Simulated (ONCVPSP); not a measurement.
**Pseudopotential generation for gadolinium: ONCV, LDA (Perdew-Zunger)**

Aim: build the potential from the settings below, then test how well it stands in for the atom: other configurations, scattering, ghost states and the plane-wave cutoff that it needs.

Method: ONCVPSP 4.0.1, LDA (Perdew-Zunger), scalar-relativistic.

**1. The atom and the settings**

The settings as typed:

* element: gadolinium (Gd, Z = 64)
* type: optimised norm-conserving Vanderbilt (ONCV)
* frozen core: [Kr] 4d10
* valence charge: 18
* reference configuration: 4f7 5s2 5p6 5d1 6s2
* partial waves: 5s+6s: rc 2.55 bohr, ncon 4, nbas 9, qcut 5 1/bohr, 2 projectors; 5p: rc 2.15 bohr, ncon 4, nbas 9, qcut 6.7 1/bohr, 2 projectors, debl 3.6 Ha; 5d: rc 2.25 bohr, ncon 3, nbas 6, qcut 3.7 1/bohr, 2 projectors, debl 1.2 Ha; 4f: rc 1.05 bohr, ncon 4, nbas 9, qcut 15.3 1/bohr, 2 projectors, debl 3.2 Ha
* local potential: polynomial inside 1.05 bohr (lpopt 4, dvloc0 0 Ha)
* core correction: Teter function, fcfact 5.5, rcfact 1.15

An earlier all-electron run gives the scale for the radii.

All-electron outer shells of the reference configuration (LDA (Perdew-Zunger), scalar-relativistic, ld1.x):

```tsv
shell	level (eV)	outermost node (bohr)	outermost maximum (bohr)
4d	-147.57	0.27	0.56
5s	-49.86	0.65	1.20
5p	-27.36	0.70	1.35
4f	-8.90	–	0.56
6s	-4.27	1.60	3.33
5d	-2.69	0.79	1.97
6p	-1.39	1.92	4.55
```

**2. Generation**

File Gd.dat:

```
# ATOM AND REFERENCE CONFIGURATION
# atsym  z   nc   nv     iexc    psfile
  Gd 64.00    9    5        3      upf
#
#   n    l    f
    1    0    2.00
    2    0    2.00
    2    1    6.00
    3    0    2.00
    3    1    6.00
    3    2   10.00
    4    0    2.00
    4    1    6.00
    4    2   10.00
    4    3    7.00
    5    0    2.00
    5    1    6.00
    5    2    1.00
    6    0    2.00
#
# PSEUDOPOTENTIAL AND OPTIMIZATION
# lmax
    3
#
#   l,   rc,      ep,       ncon, nbas, qcut
    0    2.55    0.00    4    9    5.00
    1    2.15    0.00    4    9    6.70
    2    2.25    0.00    3    6    3.70
    3    1.05    0.00    4    9   15.30
#
# LOCAL POTENTIAL
# lloc, lpopt,  rc(5),   dvloc0
    4    4    1.05    0.00
#
# VANDERBILT-KLEINMAN-BYLANDER PROJECTORs
# l, nproj, debl
    0    2    1.60
    1    2    3.60
    2    2    1.20
    3    2    3.20
#
# MODEL CORE CHARGE
# icmod, fcfact, rcfact
    3    5.50    1.15
#
# LOG DERIVATIVE ANALYSIS
# epsh1, epsh2, depsh
   -3.00    5.00    0.02
#
# OUTPUT GRID
# rlmax, drl
    6.00    0.01
#
# TEST CONFIGURATIONS
# ncnf
    4
# nvcnf
#   n    l    f
    5
    4    3    7.00
    5    0    2.00
    5    1    6.00
    5    2    1.00
    6    0    1.00
#
    5
    4    3    7.00
    5    0    2.00
    5    1    6.00
    5    2    1.00
    6    0    0.00
#
    5
    4    3    7.00
    5    0    2.00
    5    1    6.00
    5    2    0.00
    6    0    0.00
#
    5
    4    3    7.00
    5    0    1.00
    5    1    6.00
    5    2    1.00
    6    0    2.00
#
```

On the command line:

```console
$ oncvpsp.x < Gd.dat > Gd.out
```

Before running it: what results should come out? Wanted: cutoffs for 1 and 0.1 mHa per electron, occupied waves; bound ghosts; GHOST(+) flags; largest test error; largest phase difference near zero energy, channels read; rms error of d²Exc/dn², without and with the model core.

As calculated:

| quantity | value |
| --- | --- |
| cutoffs for 1 and 0.1 mHa per electron, occupied waves | 105 Ha and 117 Ha |
| bound ghosts | none found |
| GHOST(+) flags | s at -2 eV, p at 188 eV (1 near or above the test basis's cutoff) |
| largest test error (AE − PS) | -8.4 meV, for 4f7 5s2 5p6 5d1 6s0 (2 tests unsolved) |
| largest phase difference near zero energy, channels read | 0.006 rad |
| rms error of d²Exc/dn², without and with the model core | 7.19 and 3.96 mHa |

What this shows: By total energies transferability is good where solved: the largest error is 8.4 meV on 19.2 eV, for 4f7 5s2 5p6 5d1 6s0. Of the tests 2 gave no usable energy difference, which is a warning in itself. The potential is very hard: the looser tolerance needs 105 Ha. At the looser tolerance the 4f wave is the slowest; 5p needs 13 Ha. The program's ghost test flags no bound state. Near zero energy the phases of the channels with partial waves agree within 0.006 rad. The program also flags highly localised states, GHOST(+) (s, p). All of this concerns the isolated atom, not yet a solid.
